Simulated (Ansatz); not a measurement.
# HfIn4SiO6 in Ansatz: the effect of functional

HfIn4SiO6:

```
Hf In Si O
1.0
     2.71585   -4.70357    0.00833
     2.71585    4.70357    0.00833
    -1.87915    0.00000    7.40127
Hf In Si O
1 4 1 6
Direct
  0.78835 0.21165 0.00000
  0.62175 0.37825 0.50000
  0.45502 0.54498 0.00000
  0.28407 0.71593 0.50000
  0.95814 0.04186 0.50000
  0.12168 0.87832 0.00000
  0.06219 0.11415 0.86666
  0.88585 0.93781 0.13334
  0.79490 0.53784 0.86663
  0.46216 0.20510 0.13337
  0.15352 0.62879 0.13333
  0.37121 0.84648 0.86667
```

The cell was built by a generator and needn't be a form met in nature.

Alike in all runs:

| Item | Value |
| --- | --- |
| Program | Ansatz 0.2.0 |
| Task | band structure |
| Potentials or basis | Ansatz PAW |
| Cutoff | 420 eV (not typed: the program's choice for these potentials) |
| k mesh | 6 × 6 × 4 |
| Occupations | fermi-dirac, width 0.05 eV |
| Spin | no spin polarisation |

```csv
functional,pressure (GPa),largest force (eV/Å)
PBE,0.0,0.01
BLYP,4.2,0.10
revPBE,?,?
```

What does the run with functional revPBE give?

Pressure 2.3 GPa; largest force 0.11 eV/Å.

Caveats: the PAW data sets come from PBE, with cores solved anew for the run's functional, which leaves a small shift of forces and pressure (some runs).
